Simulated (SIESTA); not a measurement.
The system is NaLaMnMoO6.

```
Na La Mn Mo O
1.0
     5.55735    0.00000    0.00053
     0.00000    5.59794    0.00000
    -0.06290    0.00000    8.02462
Na La Mn Mo O
2 2 2 2 12
Cartesian
  4.1371 2.8870 4.0066
  1.3574 0.0880 4.0185
  1.3662 5.3682 8.0197
  4.1282 2.5692 0.0054
  1.3603 2.7297 2.0550
  4.1342 5.5286 5.9702
  4.1820 5.5792 2.1743
  1.3124 2.7803 5.8509
  3.7112 5.4765 3.9373
  0.1716 4.5353 2.2249
  5.1703 1.6184 2.2495
  2.6448 1.1737 1.5989
  3.0125 4.1180 1.6116
  4.6099 0.1018 0.0319
  1.7833 2.6775 4.0878
  5.3228 1.7363 5.8002
  0.3241 4.4173 5.7757
  2.8496 3.9726 6.4262
  2.4819 1.3190 6.4136
  0.8845 2.9007 7.9933
```

The cell was built by a generator and needn't be a form met in nature.

Base run:

* Program: SIESTA 5.4.2
* Functional: BLYP
* Potentials or basis: PseudoDojo 0.4 standard (PBE files)
* Basis: DZP (energy shift 0.003 Ry; two zetas on semicore shells)
* Grid cutoff: 800 Ry
* Energy shift: 0.003 Ry
* k mesh: 5 × 5 × 4
* Occupations: fermi-dirac, width 0.05 eV
* Spin: collinear spin, ferromagnetic start
* Starting moments: [0.0, 0.0, 0.0, 0.0, 4.0, 4.0, 1.0, 1.0, 0.0, 0.0, 0.0, 0.0, 0.0, 0.0, 0.0, 0.0, 0.0, 0.0, 0.0, 0.0] μB

Its results: band gap on the k mesh none (metal or under the smearing width); pressure 10.7 GPa; net moment 9.93 μB per cell; site moments Na -0.01; La -0.02; Mn +4.38; Mo +0.37; O +0.03, +0.04, +0.05, +0.07 μB; largest force 1.183 eV/Å.

Question: After a change of settings the same cell gave: band gap on the k mesh none (metal or under the smearing width); pressure -5.2 GPa; net moment 9.88 μB per cell; site moments Na -0.01; La -0.01; Mn +4.34; Mo +0.34; O +0.03, +0.04, +0.05, +0.07 μB; largest force 0.645 eV/Å. Which change was it?
A. functional from BLYP to PBEsol; potentials or basis from PseudoDojo 0.4 standard (PBE files) to PseudoDojo 0.4 standard (PBEsol files)
B. functional from BLYP to LDA; potentials or basis from PseudoDojo 0.4 standard (PBE files) to PseudoDojo 0.4 standard (PBE and LDA files)
C. functional from BLYP to AM05; potentials or basis from PseudoDojo 0.4 standard (PBE files) to PseudoDojo 0.4 standard (PBEsol files)
D. functional from BLYP to RPBE

Answer: B.

Caveats: short orbitals over semicore shells can move pressures by several GPa; the potentials were made for another functional, which shifts forces and pressure; spin-orbit coupling is left out, which moves the levels of the heavy elements; the basis of atomic orbitals isn't converged, which shifts pressures, moduli and gaps; semilocal functionals often make such compounds metallic where correlation or magnetic order opens a gap, which also shifts bond lengths; only a ferromagnetic start was run, and an antiferromagnetic order may lie lower in energy.

Runs at the PBE level aren't shown here.
